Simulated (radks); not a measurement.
# Zr³⁶⁺ in 1s1.5 2s2 3s0.5: an all-electron calculation

An exercise on one series of results from a longer session: the logs are not shown, and one member is left open.

The numbers are computed with radks (a radial shooting solver on a logarithmic mesh, Libxc functionals) version 1 (Dirac Kohn-Sham, PBE, spin-unpolarised, spherical densities, finite nucleus), except any that are marked as measured or tabulated.

## The atom as given

| Property | Result |
| --- | --- |
| element | zirconium (Z = 40) |
| charge | +36 |
| electrons | 4 |
| configuration | 1s1.5 2s2 3s0.5 |
| nuclear rms radius | 4.2694 fm |

The first run:

Input:

```text
Z 40
configuration 1s1.5 2s2 3s0.5 2p0 4s0
relativity Dirac
functional pbe,pbe
spin unpolarised
j_filling energy
nucleus finite rms 4.2694 fm
c 137.035999084
```

Among the steps run: Self-consistent calculation.

One of the session's tables, all rows but one given; the rest of the session is left out.

It belongs to the step «Orbitals and density». Sizes of the orbitals, from the radial functions (bohr):

```
level      <r>  outermost maximum (interpolated)  90 % within  nodes
1s1/2  0.03672                            0.0240       0.0656      0
2s1/2   0.1499                             0.130        0.230      1
2p1/2   0.1256                            0.0997        0.203      0
2p3/2   0.1293                             0.103        0.208      0
3s1/2   0.3467                             0.334        0.501      2
4s1/2        ?                                 ?            ?      ?
```

Estimate the missing values for 4s1/2.

The run gave: <r>: 0.6249; outermost maximum (interpolated): 0.639; 90 % within: 0.878; nodes: 3. In the column «<r>» it is the highest.
